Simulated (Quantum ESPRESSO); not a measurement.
Runs of Quantum ESPRESSO 7.5 on NbTl4. The structure is cubic, space group Im-3m (No. 229). Conventional cell: a = 6.529 Å, b = 6.529 Å, c = 6.529 Å, α = 90.00°, β = 90.00°, γ = 90.00°. Nb (site symmetry m-3m) has 8 Tl at 2.83 Å as nearest neighbours. Around Tl (site symmetry -3m) lie 2 Nb at 2.83 Å. The cell was built by a generator and needn't be a form met in nature.

| task | level | potentials or basis | cutoff (eV) | smearing | form of the LDA correlation | rVV10 parameter b | dos occupations | gap on the mesh (eV) | pressure (GPa) |
| --- | --- | --- | --- | --- | --- | --- | --- | --- | --- |
| real-space fields | PBEsol+D3 | PseudoDojo 0.4.1 SR PBEsol standard | 1116 | gaussian 0.05 eV | - | - | - | none | 0.4 |
| single point | PBE | SSSP 1.3 efficiency PBE | 748 | fermi-dirac 0.05 eV | - | - | - | none | (a) |
| single point | rev-vdW-DF2 | GBRV 1.5 PBE | 612 | gaussian 0.05 eV | - | - | - | none | 3.2 |
| projected density of states | LDA+rVV10 | SPMS 1.0 PBE | 952 | cold 0.05 eV | PW92 | 6.3 | tetrahedra_opt | none | -3.6 |

Alike in all rows: no spin polarisation; cell as given; k mesh 6 × 6 × 6.

Question: Estimate the missing entries.

Answer: (a) 4.7.

Caveats: pairwise dispersion overbinds metals, which lowers pressure and volume (some runs); the potentials were made for another functional, which shifts forces and pressure (some runs); rVV10's parameter b was fitted to another functional (some runs).

A k mesh can miss the band edges, and the runs leave out spin-orbit coupling on Nb, Tl.

A gap of «none» marks a metal or a gap under the smearing width.

Not every run made on this cell is shown here.
